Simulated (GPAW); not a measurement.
# PmHf (P1) in GPAW: single point with PBE

Aim: the single point of PmHf with PBE.

Everything below comes from runs of GPAW 26.7.0. Logs are shortened: lines on timing, memory, paths and dates and some standing lists are left out, and cuts for length are marked. The log counts tension as positive stress, the text compression.

**1. The cell of the first run**

The typed cell holds 2 atoms: a = 3.375 Å, b = 3.375 Å, c = 5.553 Å, α = 90.00°, β = 90.00°, γ = 120.00°.

The cell comes from a database or a generator and needn't be the stable form of this composition.

**2. Single point, PBE, collinear spin, ferromagnetic start (atoms moved at random, drawn with an rms of 0.05 Å)**

Input file run.py:

```python
from ase.dft.bandgap import bandgap
from ase.io import read, write
from ase.units import GPa
from gpaw import GPAW, PW

atoms = read('PmHf.xyz')
atoms.set_initial_magnetic_moments([0.0, 4.0])

calc = GPAW(mode=PW(800),
            xc='PBE',
            kpts={'size': (9, 9, 5), 'gamma': True},
            occupations={'name': 'fermi-dirac', 'width': 0.05},
            nbands=29,
            convergence={'density': 1e-05, 'energy': 1e-05},
            maxiter=150,
            txt='gpaw.txt')
atoms.calc = calc
energy = atoms.get_potential_energy()
forces = atoms.get_forces()
stress = atoms.get_stress()
calc.write('gs.gpw')
write('result.traj', atoms)
print(f'Energy: {energy:.6f} eV')
print('Forces (eV/A):')
print(forces.round(4))
print('Stress (GPa):', (stress / GPa).round(3))
print('Moments:', calc.get_magnetic_moments().round(3))
print('Fermi level:', round(calc.get_fermi_level(), 4), 'eV')
print(f'Gap: {bandgap(calc)[0]:.4f} eV, direct: {bandgap(calc, direct=True)[0]:.4f} eV')
```

Input file PmHf.xyz:

```xyz
2
Lattice="3.3746633477 0.0000000000 0.0000000000 -1.6873316738 2.9225441883 0.0000000000 0.0000000000 0.0000000000 5.5527590000" Properties=species:S:1:pos:R:3 pbc="T T T"
Hf     0.0069366205      1.8824253244      2.7708433993
Pm    -0.0765525507     -0.0494289899     -0.0104058704
```

Potentials or basis: GPAW PAW data sets (gpaw-data 1.2.1), pw.

Started as:

```sh
OMP_NUM_THREADS=1 python run.py
```

gpaw.txt:

```text
__  _  _
 | _ |_)|_||  |
 |__||  | ||/\| - 26.7.0

Input parameters:
  mode=PW(ecut=800.0),
  convergence={'density': 1e-05, 'energy': 1e-05},
  kpts=MonkhorstPack(size=(9, 9, 5), gamma=True),
  maxiter=150,
  nbands=29,
  occupations=Occupations(name='fermi-dirac', width=0.05),
  xc=XC(name='PBE')

Diagonalizing LCAO Hamiltonian
Converting LCAO to pw mode

         Hf

       Pm

Atoms  # Å, Bohr magnetons
|   | symbol |         x |         y |         z |    initial magnetic moments |
|---|--------|-----------|-----------|-----------|-----------------------------|
| 0 |     Hf |  0.006937 |  1.882425 |  2.770843 | ( 0.0000,  0.0000,  0.0000) |
| 1 |     Pm | -0.076553 | -0.049429 | -0.010406 | ( 0.0000,  0.0000,  4.0000) |

Unit cell  # Å
| periodic |         x |        y |        z |  lengths |     angles |
|----------|-----------|----------|----------|----------|------------|
|      yes |  3.374663 | 0.000000 | 0.000000 | 3.374663 |  90.000000 |
|      yes | -1.687332 | 2.922544 | 0.000000 | 3.374663 |  90.000000 |
|      yes |  0.000000 | 0.000000 | 5.552759 | 5.552759 | 120.000000 |

Number of symmetries: 1
Symmetry operations  # r_c * U_cc + t_c -> r_c
|   | kind |            matrix            |
|---|------|------------------------------|
| 0 |  E   |  1, 0, 0,  0, 1, 0,  0, 0, 1 |

BZ-sampling:
  Number of BZ points: 405
  Number of IBZ points: 203

  Monkhorst-Pack size: [9, 9, 5]
  Monkhorst-Pack shift: [0, 0, 0]

K-points  # in reciprocal-cell coordinates
|     |                                coordinates |     weight |
|-----|--------------------------------------------|------------|
|   0 | (  0.00000000,   0.00000000,   0.00000000) | 0.00246914 |
|   1 | (  0.00000000,   0.00000000,   0.20000000) | 0.00493827 |
|   2 | (  0.00000000,   0.00000000,   0.40000000) | 0.00493827 |
|   3 | (  0.00000000,   0.11111111,  -0.40000000) | 0.00493827 |
|   4 | (  0.00000000,   0.11111111,  -0.20000000) | 0.00493827 |
|   5 | (  0.00000000,   0.11111111,   0.00000000) | 0.00493827 |
|   6 | (  0.00000000,   0.11111111,   0.20000000) | 0.00493827 |
|   7 | (  0.00000000,   0.11111111,   0.40000000) | 0.00493827 |
|   8 | (  0.00000000,   0.22222222,  -0.40000000) | 0.00493827 |
|   9 | (  0.00000000,   0.22222222,  -0.20000000) | 0.00493827 |
| ... |                                            |            |
| 202 | (  0.44444444,   0.44444444,   0.40000000) | 0.00493827 |

Plane wave coefficients: 2835
Cutoff: 800.0 eV

Spin-components: 2 (collinear spins)
Bands:           29
Projectors:      14
Spin-degeneracy: 1
Datatype:        complex128

Parallelization:
  kpt:    1
  domain: 1
  band:   1
[... 81 lines left out ...]

occupation numbers:
  Fermi-Dirac:
    width: 0.0500  # eV

poisson solver:
  ecut: 6400.0  # eV

xc functional:
  name: PBE with 2 nearest neighbor stencil

convergence criteria:
- Maximum integral of absolute [dens]ity change: 1e-05 electrons / valence electron
- Maximum [total energy] change in last 3 cyles: 1e-05 eV / valence electron
- Maximum integral of absolute [eigenst]ate change: 4e-08 eV^2 / valence electron
maximum number of iterations: 150

SCF iterations
|iter     | |      energy | eigst |  dens |  magmom |
|---------|-|-------------|-------|-------|---------|
|iter:   1| |  -25.826491 | -0.12 |       |  +4.0084|
|iter:   2| |  -14.551388 | -0.60 | -0.36 |  +3.8348|
|iter:   3| |  -14.177374 | -2.35 | -0.85 |  +3.8893|
|iter:   4| |  -19.385266 | -0.46 | -0.95 |  +3.9122|
|iter:   5| |  -14.403512 | -1.26 | -0.50 |  +3.9972|
|iter:   6| |  -15.661864 | -1.11 | -0.64 |  +4.2325|
|iter:   7| |  -15.308426 | -0.83 | -0.54 |  +4.2979|
|iter:   8| |  -16.668095 | -0.93 | -0.58 |  +4.5955|
|iter:   9| |  -13.945558 | -1.07 | -0.45 |  +4.5658|
|iter:  10| |  -14.156125 | -1.63 | -0.79 |  +4.8750|
|iter:  11| |  -13.505442 | -2.01 | -0.76 |  +4.8179|
|iter:  12| |  -13.465372 | -3.26 | -1.33 |  +4.8636|
|iter:  13| |  -13.465799 | -4.61 | -1.90 |  +4.8575|
|iter:  14| |  -13.466799 | -4.27 | -1.98 |  +4.8764|
|iter:  15| |  -13.469340 | -3.99 | -2.17 |  +4.9091|
|iter:  16| |  -13.469503 | -5.78 | -2.55 |  +4.9101|
|iter:  17| |  -13.470042 | -4.88 | -2.71 |  +4.9180|
|iter:  18| |  -13.470390 | -4.77 | -2.88 |  +4.9271|
|iter:  19| |  -13.470483 | -5.57 | -3.17 |  +4.9306|
|iter:  20| |  -13.470486c| -6.36 | -3.12 |  +4.9320|
|iter:  21| |  -13.470521c| -6.32 | -3.51 |  +4.9337|
|iter:  22| |  -13.470528c| -7.16 | -3.89 |  +4.9344|
|iter:  23| |  -13.470527c| -7.17 | -4.01 |  +4.9354|
|iter:  24| |  -13.470530c| -7.39 | -4.25 |  +4.9360|
|iter:  25| |  -13.470531c| -8.04c| -4.32 |  +4.9367|
|iter:  26| |  -13.470530c| -8.10c| -4.58 |  +4.9368|
|iter:  27| |  -13.470531c| -8.13c| -4.76 |  +4.9369|
|iter:  28| |  -13.470531c| -8.12c| -4.86 |  +4.9371|
|iter:  29| |  -13.470532c| -8.63c| -5.02c|  +4.9373|

Converged in 29 steps
Energy contributions relative to reference atoms: (reference = -682558.504136)

Energy contributions:
  Kinetic:         -35.149231
  Coulomb:          31.393818
  Zero:              0.785926
  External:          0.000000
  Xc:              -10.439746
  Entropy:          -0.122597
  Spinorbit:         0.000000
  ----------------------------
  Free energy:     -13.531830
  Extrapolated:    -13.470532

dipole moment: (5.070085, 17.882233, 32.628626)  # |e|*Ang

Total magnetic moment: (0.000000, 0.000000, 4.937307)

Local magnetic moments
|        x |        y |         z |
|----------|----------|-----------|
| 0.000000 | 0.000000 | -0.049383 |  # Hf   0
| 0.000000 | 0.000000 |  4.391548 |  # Pm   1

Fermi level: 9.599
Eigenvalues  # (at kpt = [0.000, 0.000, 0.000])
| band index |      eig [eV] | occ [0-1] |      eig [eV] | occ [0-1] |
|------------|---------------|-----------|---------------|-----------|
|          0 |       -52.528 |     1.000 |       -52.549 |     1.000 |
|        ... |               |           |               |           |
|          5 |        -9.258 |     1.000 |        -7.686 |     1.000 |
|          6 |        -8.515 |     1.000 |        -6.779 |     1.000 |
|          7 |        -8.513 |     1.000 |        -6.773 |     1.000 |
|          8 |         3.932 |     1.000 |         4.102 |     1.000 |
|          9 |         7.140 |     1.000 |         7.848 |     1.000 |
|         10 |         9.098 |     1.000 |        10.961 |     0.000 |
|         11 |         9.302 |     0.997 |        10.969 |     0.000 |
|         12 |         9.440 |     0.960 |        11.360 |     0.000 |
|         13 |         9.444 |     0.957 |        11.421 |     0.000 |
|         14 |         9.597 |     0.509 |        12.056 |     0.000 |
|         15 |         9.607 |     0.458 |        12.081 |     0.000 |
|         16 |         9.823 |     0.011 |        12.164 |     0.000 |
|         17 |        11.033 |     0.000 |        12.503 |     0.000 |
|         18 |        11.089 |     0.000 |        12.789 |     0.000 |
|         19 |        11.157 |     0.000 |        12.813 |     0.000 |
|        ... |               |           |               |           |
|         28 |        20.052 |     0.000 |        20.618 |     0.000 |

No gap
No difference between direct/indirect transitions

Forces  # eV/Ang
|        x |        y |        z |
|----------|----------|----------|
| -0.07804 |  0.01273 | -0.01732 |  # Hf   0
|  0.07804 | -0.01273 |  0.01734 |  # Pm   1

Stress tensor  # eV/Ang^3
|         x |         y |         z |
|-----------|-----------|-----------|
|  0.020653 | -0.001897 | -0.000042 |
| -0.001897 |  0.019902 |  0.000007 |
| -0.000042 |  0.000007 |  0.005075 |

# Writing to gs.gpw (mode='')
```

stdout:

```text
Energy: -13.470532 eV
Forces (eV/A):
[[-0.078   0.0127 -0.0173]
 [ 0.078  -0.0127  0.0173]]
Stress (GPa): [ 3.309e+00  3.189e+00  8.130e-01  1.000e-03 -7.000e-03 -3.040e-01]
Moments: [-0.049  4.392]
Fermi level: 9.5989 eV
Gap: 0.0000 eV, direct: 0.0000 eV
```

Run time: 30 min. Hardware: 1 thread of Arm Neoverse V1, shared host; peak memory 0.92 GiB.

Results:

```
Free energy            : -13.5318 eV
Pressure               : -2.4 GPa
Largest force          : 0.081 eV/Å
Band gap on the k mesh : none (metal or under the smearing width)
Net moment             : 4.94 μB per cell
Site moments           : Hf -0.05; Pm +4.39 μB
```

Forces in eV/Å, atoms in the order of the input:
```
Hf  -0.078  0.013 -0.017
Pm   0.078 -0.013  0.017
```

Stress tensor (GPa, compression positive):
```
-3.31  0.30  0.01
 0.30 -3.19  0.00
 0.01  0.00 -0.81
```

Caveat: one-centre terms of the f shell are cut off; the magnetic or orbital state may not be the lowest; without U or exact exchange the open f shell lies at the Fermi level, which spoils levels, moments and volumes. The state reached can hang on the start; a lower one may exist.
